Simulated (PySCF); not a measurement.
# C3H10OSSi2: magnetic properties

Wanted: magnetic properties for C3H10OSSi2 (`C/C=C/O[SiH2]S[SiH3]`).

Programs: PySCF 2.14.0, with routines of our own; each step states its level. All values are computed. Atoms count from 0.

### Step 1. The starting structure

17 atoms, charge 0, multiplicity 1; geometry from: GFN2-xTB.

### Step 2. Magnetic properties: GIAO PBE/pcSseg-1

The job: settings as JSON, then the geometry in Å.

```
{"job": {"kind": "mag", "xc": "PBE", "basis": "pcSseg-1", "isotopologues": 2}, "charge": 0, "multiplicity": 1}
C     -2.544334     1.182716     0.422782
C     -1.480625     0.150187     0.266652
C     -0.976637    -0.215444    -0.899661
O     -0.009333    -1.143510    -1.091190
Si     0.897278    -2.037654    -0.090107
S      1.982447    -0.836501     1.329856
Si     2.660544     0.811411     0.138734
H     -2.191051     1.993299     1.059084
H     -2.834305     1.591078    -0.541835
H     -3.422116     0.749503     0.900793
H     -1.113275    -0.309962     1.173203
H     -1.307123     0.215856    -1.837063
H      1.789712    -2.633191    -1.064170
H      0.141306    -2.938322     0.762995
H      1.501801     1.558705    -0.337875
H      3.438944     0.295812    -0.981118
H      3.459771     1.578048     1.077935
```

Method: GIAO PBE/pcSseg-1 magnetisability, rotational g tensor and spin-rotation constants, non-relativistic, gas phase.

The run is started by

```sh
$ OMP_NUM_THREADS=1 python excited_run.py task.json out
```

One launch serves the whole session: the jobs run in the order shown.

The log of the run:

```text
coarse grid: 15416 points
cycle   1  E = -1171.8077487576  dE =  6.208e-01  |g| = 7.987e-01  |ddm| = 3.799e+00
cycle   2  E = -1171.4702838173  dE =  3.375e-01  |g| = 1.515e+00  |ddm| = 2.373e+00
cycle   3  E = -1171.9279678550  dE = -4.577e-01  |g| = 2.534e-01  |ddm| = 1.858e+00
cycle   4  E = -1171.9384350423  dE = -1.047e-02  |g| = 1.219e-01  |ddm| = 3.291e-01
cycle   5  E = -1171.9416412576  dE = -3.206e-03  |g| = 5.382e-02  |ddm| = 1.544e-01
cycle   6  E = -1171.9423799730  dE = -7.387e-04  |g| = 1.234e-02  |ddm| = 5.601e-02
cycle   7  E = -1171.9424175678  dE = -3.759e-05  |g| = 2.640e-03  |ddm| = 1.497e-02
cycle   8  E = -1171.9424196864  dE = -2.119e-06  |g| = 8.029e-04  |ddm| = 4.603e-03
final grid: 134152 points
cycle   9  E = -1172.0127969873  dE = -1.080e-05  |g| = 1.728e-02  |ddm| = 3.885e-02
cycle  10  E = -1172.0126207846  dE =  1.762e-04  |g| = 3.408e-02  |ddm| = 3.970e-02
cycle  11  E = -1172.0128479129  dE = -2.271e-04  |g| = 6.509e-03  |ddm| = 3.040e-02
cycle  12  E = -1172.0128584201  dE = -1.051e-05  |g| = 8.218e-04  |ddm| = 6.646e-03
cycle  13  E = -1172.0128585646  dE = -1.445e-07  |g| = 3.276e-04  |ddm| = 1.031e-03
cycle  14  E = -1172.0128585923  dE = -2.764e-08  |g| = 6.799e-05  |ddm| = 3.566e-04
cycle  15  E = -1172.0128585934  dE = -1.162e-09  |g| = 2.142e-05  |ddm| = 1.123e-04
cycle  16  E = -1172.0128585935  dE = -1.096e-10  |g| = 5.425e-06  |ddm| = 3.053e-05
converged SCF energy = -1172.0128585935

Magnetisability tensor (1e-30 J/T^2)
    -1503.57        1.46       11.03
        1.46    -1521.35       -2.56
       11.03       -2.56    -1374.67
isotropic -1466.53   principal values   -1521.55  -1504.34  -1373.69
isotropic susceptibility -88.316 1e-6 cm^3/mol

Inertial axes            a          b          c
rot. const./GHz      1.8378     0.9233     0.7644
chi total           -90.172    -91.204    -83.574
chi diamagnetic    -790.059  -1440.374  -1710.340
chi paramagnetic    699.888   1349.170   1626.766
quadrupole/D A        0.314      2.641     -2.955
g nuclear            0.5806     0.5732     0.5727
g electronic        -0.6043    -0.5852    -0.5842
g total             -0.0237    -0.0120    -0.0115

Spin-rotation constants (kHz, H = +C I.J)
atom  isotope        aa         bb         cc
  7     1H       -0.181      0.001     -0.069
  8     1H       -0.140     -0.103     -0.004
  9     1H       -0.085     -0.086     -0.037
 10     1H       -0.090     -0.091      0.020
 11     1H       -0.088     -0.093      0.030
 12     1H       -0.085     -0.047     -0.017
 13     1H       -0.131     -0.045      0.004
 14     1H        0.044     -0.064     -0.068
 15     1H       -0.116     -0.054     -0.009
 16     1H       -0.086     -0.020     -0.053
  0    13C*       0.249      0.128      0.121
  1    13C*       0.608      0.224      0.226
  2    13C*       0.725      0.281      0.249
  3    17O*      -0.283     -0.109     -0.149
  4   29Si*      -1.071     -0.574     -0.505
  5    33S*       0.245      0.099      0.128
  6   29Si*      -1.078     -0.522     -0.437
* in the singly substituted isotopologue

Isotopologues: g along a, b, c
2H    at 7,8,9,10,11,12    -0.0206    -0.0106    -0.0102
13C   at 0                 -0.0235    -0.0118    -0.0113
```

Run time: 39 s. Hardware: 1 thread of Arm Neoverse V2, shared host; peak memory 0.67 GiB.

From this job:

```tsv
quantity	value
magnetisability	-1467·10⁻³⁰ J/T²
molar susceptibility	-88.3·10⁻⁶ cm³/mol
rotational g (a, b, c)	-0.0237, -0.0120, -0.0115
```

### Step 3. Magnetic properties: GIAO KT1/MINI in dimethylsulfoxide

The job, as its differences from that of step 2:

```diff
@@ -1,2 +1,2 @@
-{"job": {"kind": "mag", "xc": "PBE", "basis": "pcSseg-1", "isotopologues": 2}, "charge": 0, "multiplicity": 1}
+{"job": {"kind": "mag", "xc": "KT1", "basis": "MINI", "solvent": "dimethylsulfoxide"}, "charge": 0, "multiplicity": 1}
 C     -2.544334     1.182716     0.422782
```

Method: GIAO KT1/MINI magnetisability, non-relativistic, IEF-PCM dimethylsulfoxide.

The log of the run:

```text
coarse grid: 15416 points
cycle   1  E = -1173.4862725705  dE =  4.776e-01  |g| = 5.170e-01  |ddm| = 6.046e+00
cycle   2  E = -1173.2737528860  dE =  2.125e-01  |g| = 1.057e+00  |ddm| = 2.820e+00
cycle   3  E = -1173.5748525453  dE = -3.011e-01  |g| = 2.064e-01  |ddm| = 1.892e+00
cycle   4  E = -1173.5907071769  dE = -1.585e-02  |g| = 7.265e-02  |ddm| = 5.507e-01
cycle   5  E = -1173.5924444194  dE = -1.737e-03  |g| = 2.002e-02  |ddm| = 1.414e-01
cycle   6  E = -1173.5925990666  dE = -1.546e-04  |g| = 3.495e-03  |ddm| = 5.254e-02
cycle   7  E = -1173.5926054967  dE = -6.430e-06  |g| = 3.621e-04  |ddm| = 1.110e-02
final grid: 134152 points
cycle   8  E = -1173.5411678032  dE = -1.580e-05  |g| = 1.184e-03  |ddm| = 1.759e-02
cycle   9  E = -1173.5411670795  dE =  7.237e-07  |g| = 1.900e-03  |ddm| = 6.914e-03
cycle  10  E = -1173.5411683497  dE = -1.270e-06  |g| = 3.345e-04  |ddm| = 4.242e-03
cycle  11  E = -1173.5411683839  dE = -3.425e-08  |g| = 1.465e-04  |ddm| = 8.805e-04
cycle  12  E = -1173.5411683917  dE = -7.733e-09  |g| = 1.994e-05  |ddm| = 2.774e-04
cycle  13  E = -1173.5411683918  dE = -1.714e-10  |g| = 5.521e-06  |ddm| = 6.442e-05
converged SCF energy = -1173.5411683918

Magnetisability tensor (1e-30 J/T^2)
    -1886.47       -3.98       -0.16
       -3.98    -1909.92       -0.78
       -0.16       -0.78    -1799.24
isotropic -1865.21   principal values   -1910.59  -1885.81  -1799.23
isotropic susceptibility -112.326 1e-6 cm^3/mol

Inertial axes            a          b          c
rot. const./GHz      1.8378     0.9233     0.7644
chi total          -113.428   -114.761   -108.787
chi diamagnetic    -813.277  -1462.788  -1734.699
chi paramagnetic    699.848   1348.027   1625.912
quadrupole/D A        0.122      1.086     -1.208
```

Run time: 7.2 s. Hardware: 1 thread of Arm Neoverse V2, shared host; peak memory 0.48 GiB.

From this job:

```tsv
quantity	value
magnetisability	-1865·10⁻³⁰ J/T²
molar susceptibility	-112.3·10⁻⁶ cm³/mol
```

### Step 4. Outcome

| quantity | value |
| --- | --- |
| magnetisability (step 2, GIAO PBE/pcSseg-1) | -1467·10⁻³⁰ J/T² |
| molar susceptibility (step 2, GIAO PBE/pcSseg-1) | -88.3·10⁻⁶ cm³/mol |
| rotational g (a, b, c) (step 2, GIAO PBE/pcSseg-1) | -0.0237, -0.0120, -0.0115 |

What this shows: The values above hold for this geometry and these levels alone. Vibrational averaging and real surroundings are missing from these values.
